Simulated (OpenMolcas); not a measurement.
# As⁺: CASSCF and CASPT2 terms and fine-structure levels

Wanted: the level scheme of As⁺ from active-space wave functions, then second-order correlation under several settings.

The numbers are computed with OpenMolcas 26.06 (state-averaged CASSCF and CASPT2, spin-orbit coupling by RASSI with atomic mean-field integrals), except any that are marked as measured or tabulated.

## (1) What is computed

```
Species                           : As⁺ (arsenic, Z = 33, 32 electrons)
Basis                             : ANO-R1 [5s4p3d1f], 39 functions
Scalar Hamiltonian                : X2C, finite nucleus
Inactive shells                   : 1s 2s 2p 3s 3p 3d 4s
Active space                      : 2 electrons in 3 orbitals (4p)
Some configurations of this space : 4s² 4p²
Orbitals                          : optimised for each spin and parity, averaged over all roots
```

Outer shells as boxes (Hund's rule):

4s2 4p2
```
4s [↑↓]
4p [↑ ][↑ ][  ]
```

Each step is its own input file, run in one work folder so that later steps find the files of earlier ones. Labels, J, g values, rates, χT and fits are worked out afterwards by a script from the matrices that RASSI stores.

## (2) One- and two-electron integrals

The input, a.inp:

```
&GATEWAY
Coord
1

As 0.0 0.0 0.0
Basis=ANO-R1
Group=XYZ
NoMove
AngMom=0.0 0.0 0.0
AMFI
&SEWARD
```

Launch:

```sh
OMP_NUM_THREADS=1 MOLCAS_MEM=2252 MOLCAS_PROJECT=a pymolcas a.inp > a.log
```

## (3) CASSCF: triplets of even parity, 3 roots

The input, a.inp:

```
&RASSCF
FileOrb=start.orb
Symmetry=1
Spin=3
nActEl=2 0 0
Inactive=9 6
Ras2=0 3
CIRoot=3 3 1
SDav=3
CIMx=300
Iter=120 100
PrWF=0.3
OrbListing=Nothing
MaxOrb=0
Atom
>>> COPY $Project.JobIph JOB001
```

start.orb holds the contracted functions of the basis, ordered by shell, or the orbitals of the step before.

## (4) Reference wave functions, singlets of even parity, 6 roots

The input, a.inp:

```
&RASSCF
FileOrb=start.orb
Symmetry=1
Spin=1
nActEl=2 0 0
Inactive=9 6
Ras2=0 3
CIRoot=6 6 1
SDav=6
CIMx=300
Iter=120 100
PrWF=0.3
OrbListing=Nothing
MaxOrb=0
Atom
>>> COPY $Project.JobIph JOB002
```

## (5) State interaction with spin-orbit coupling

The input, a.inp:

```
&RASSI
NrOfJobIphs=2 3 6
1 2 3
1 2 3 4 5 6
IphNames
JOB001
JOB002
EJob
SpinOrbit
DIPRint=1.0
SOCoupling=1000.0
Subsets=2
MEES
Property=10
'ANGMOM' 1 'ANGMOM' 2 'ANGMOM' 3 'MLTPL  1' 1 'MLTPL  1' 2 'MLTPL  1' 3
'AMFI' 1 'AMFI' 2 'AMFI' 3 'MLTPL  2' 6
SOProperty=3
'ANGMOM' 1 'ANGMOM' 2 'ANGMOM' 3
```

## (6) CASPT2: IPEA 0.15, sigma2 regulariser 0.4 (closed shells correlated: 3d 4s), extended multistate

The input, a.inp:

```
>>> COPY JOB001 $Project.JobIph
&CASPT2
XMultistate=3 1 2 3
Frozen=3 6
IPEA=0.15
Sig2=0.4
MaxIter=60
WThr=0.0 0.3 0.05
PrWF=0.5
NoMix
>>> COPY JOB002 $Project.JobIph
&CASPT2
XMultistate=6 1 2 3 4 5 6
Frozen=3 6
IPEA=0.15
Sig2=0.4
MaxIter=60
WThr=0.0 0.3 0.05
PrWF=0.5
NoMix
```

## (7) CASPT2: IPEA 0.15, real shift 0.25 (closed shells correlated: 4s), extended multistate

a.inp: that of step 6 with these lines changed.

```diff
@@ -3,5 +3,5 @@
 XMultistate=3 1 2 3
-Frozen=3 6
+Frozen=8 6
 IPEA=0.15
-Sig2=0.4
+Shift=0.25
 MaxIter=60
@@ -13,5 +13,5 @@
 XMultistate=6 1 2 3 4 5 6
-Frozen=3 6
+Frozen=8 6
 IPEA=0.15
-Sig2=0.4
+Shift=0.25
 MaxIter=60
```

## (8) CASPT2: IPEA 0.5, imaginary shift 0.3 (closed shells correlated: 3d 4s)

The input, a.inp:

```
>>> COPY JOB001 $Project.JobIph
&CASPT2
Multistate=3 1 2 3
Frozen=3 6
IPEA=0.5
Imaginary=0.3
MaxIter=60
WThr=0.0 0.3 0.05
PrWF=0.5
NoMix
>>> COPY JOB002 $Project.JobIph
&CASPT2
Multistate=6 1 2 3 4 5 6
Frozen=3 6
IPEA=0.5
Imaginary=0.3
MaxIter=60
WThr=0.0 0.3 0.05
PrWF=0.5
NoMix
```

(Steps that only read results are left out.)

What does the calculation give? Wanted: lowest level; first excited level; lowest level of another term; spin-orbit lowering of the lowest level; strongest of the lines computed, by gA.

The runs gave:

| quantity | value |
| --- | --- |
| method | XMS-CASPT2, IPEA 0.15, sigma2 regulariser 0.4 (closed shells correlated: 3d 4s) |
| lowest level | 4s² 4p² ³P₀, 99 % of that term |
| ground level listed by NIST | 3P0 |
| first excited level | 4s² 4p² ³P₁ at 945 cm⁻¹ |
| lowest level of another term | 4s² 4p² ¹D₂ at 11620 cm⁻¹ |
| spin-orbit lowering of the lowest level | 1711 cm⁻¹ |
| strongest of the lines computed, by gA (one parity, so forbidden lines), at XMS-CASPT2 energies | 4s² 4p² ¹S₀ → 4s² 4p² ³P₁, 413 nm, A = 5.49e+00 s⁻¹ |

What each method costs and misses:

```csv
method,time of its own steps,time with the reference,mean absolute difference from the measured levels (cm-1)
A. CASSCF,2.7 s,2.7 s,2100
"B. XMS-CASPT2, IPEA 0.15, sigma2 regulariser 0.4, +3d 4s",0.88 s,3.6 s,1100
"C. XMS-CASPT2, IPEA 0.15, real shift 0.25, +4s",0.78 s,3.5 s,1100
"D. SS-CASPT2, IPEA 0.5, imaginary shift 0.3, +3d 4s",0.98 s,3.7 s,830
```

Times are of one thread on a shared host.

The multiplet ³P is regular; its intervals divided by the larger J differ by 29 % of their mean, where Landé's rule for pure LS coupling makes them equal. Second-order correlation (method B) scales the levels of the lowest configuration above 5000 cm⁻¹ by 0.89 to 0.93. Method D lies closest to the measured levels (830 cm⁻¹ on average) and A farthest (2100). Only the configurations of the active space and the roots asked for are present. CASPT2 does not keep the components of a term degenerate, and the means are used. With the s shell closed, the highest p terms come out too high. Levels of other configurations are missing from the list.
